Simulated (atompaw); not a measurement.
**Sn: generating and testing a PAW (atompaw) potential**

The numbers are computed with atompaw 4.2.0.5 (PBEsol, scalar-relativistic, spin-unpolarised reference atom).

### 1 The atom and the settings

The settings as typed:

```json
{"element": "tin (Sn, Z = 50)", "type": "PAW", "frozen core": "[Kr]", "valence charge": "14", "reference configuration": "4d10 5s2 5p2", "partial waves": "5s (bound): rc 2.40 bohr; 5s channel at -0.2 Ry: rc 2.40 bohr; 5p (bound): rc 2.40 bohr; 5p channel at 1.5 Ry: rc 2.40 bohr; 4d (bound): rc 1.00 bohr; 4d channel at -1.05 Ry: rc 1.00 bohr", "local potential": "troulliermartins scheme with l = 3 at 0 Ry, radius 1.70 bohr", "core correction": "smooth core density matched at 2.30 bohr", "augmentation charge": "besselshape compensation charge, radius 1.80 bohr; PAW radius 2.40 bohr; waves and projectors: custom rrkj gramschmidtortho"}
```

### 2 Generation

Input file Sn.input:

```
Sn 50
GGA-PBESOL scalarrelativistic loggrid 1500 logderivrange -4 5 226
5 5 4 0 0 0
5 1 2
0 0 0
c
c
c
c
v
c
c
c
v
c
v
2
2.40 1.80 1.70 2.30
y
-0.2
n
y
1.5
n
y
-1.05
n
custom rrkj gramschmidtortho besselshape
3 0 troulliermartins
2.40
2.40
2.40
2.40
1.00
1.00
PWSCFOUT
UPFDX 0.0125d0 UPFXMIN -7.d0 UPFZMESH 50.d0
END
```

The run is started by

```console
$ atompaw < Sn.input > Sn.log
```

**Question.** How long does this run take on 1 thread of AMD EPYC 9R45, shared host?

About 2.3 s.
